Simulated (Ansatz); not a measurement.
# GeCl4: geometry, orbitals and charge

Aim: characterise GeCl4 as a singlet: its structure, frontier levels and distribution of charge.

Method: RKS PBE0-D4/def2-TZVP; program: Ansatz 0.2.0, Gaussian basis.

The runs, in order: relaxation at PBE-D4/def2-SVP; a search for the lowest solution at PBE0-D4/def2-SVP; a single point at PBE0-D4/def2-TZVP; harmonic vibrations at PBE-D4/def2-SVP.

## (1) Starting geometry

5 atoms, charge 0, spin multiplicity 1.

Atoms are counted from 1 here; the program's logs count them from 0.

Bond lengths: Ge1–Cl2 2.127 Å, Ge1–Cl3 2.128 Å, Ge1–Cl4 2.128 Å, Ge1–Cl5 2.128 Å. Angles: Cl2–Ge1–Cl3 109.8°, Cl2–Ge1–Cl4 109.4°, Cl2–Ge1–Cl5 109.5°, Cl3–Ge1–Cl4 109.4°, Cl3–Ge1–Cl5 109.3°, Cl4–Ge1–Cl5 109.5°.

The start is a GFN2-xTB geometry.

## (2) Relaxation at PBE-D4/def2-SVP

in.yaml reads:

```yaml
crystal:
  periodic: [false, false, false]
  atoms:
    - {symbol: Ge, position_ang: [0.001110, -0.000030, 0.001840]}
    - {symbol: Cl, position_ang: [0.007180, -0.016560, 2.129110]}
    - {symbol: Cl, position_ang: [2.001290, 0.009820, -0.723190]}
    - {symbol: Cl, position_ang: [-1.009020, 1.740840, -0.688530]}
    - {symbol: Cl, position_ang: [-1.000570, -1.734070, -0.719230]}
basis:
  gaussian: {orbitals: def2-SVP}
hamiltonian: {xc: pbe, dispersion: d4}
scf: {omitted_lower_state_checks: [starts]}
output: {orbitals: {seedname: orbitals}}
relax: {f_tol: 0.02, max_steps: 100}
```

On the command line:

```console
$ ansatz run in.yaml --threads 2 --pin off --events-out ev --progress --plain --max-ram 4352MiB
```

The runs that follow: Searching for the lowest solution, PBE0-D4/def2-SVP; Single point, PBE0-D4/def2-TZVP; Vibrations by finite differences.

**Question.** What will the summary of the whole plan be? Wanted: point group; commonest bond; HOMO, LUMO at PBE0-D4/def2-TZVP; dipole at PBE-D4/def2-SVP; lowest, highest wavenumber.

As calculated:

| quantity | value |
| --- | --- |
| point group | Td |
| commonest bond | Cl–Ge, 4 of mean length 2.147 Å |
| HOMO, LUMO at PBE0-D4/def2-TZVP | -9.68, -2.65 eV |
| dipole at PBE-D4/def2-SVP | 0.00 D |
| lowest, highest wavenumber | 117, 445 cm⁻¹ |

The molecule keeps its bonding pattern by the stored test; the atoms moved 0.02 Å (rms). All wavenumbers are real: a minimum at this level. The HOMO lies nearest to Cl4, Cl5 about 35 % each; Cl3 27 % and the LUMO to Ge1 33 %; 4 Cl atoms about 17 % each.
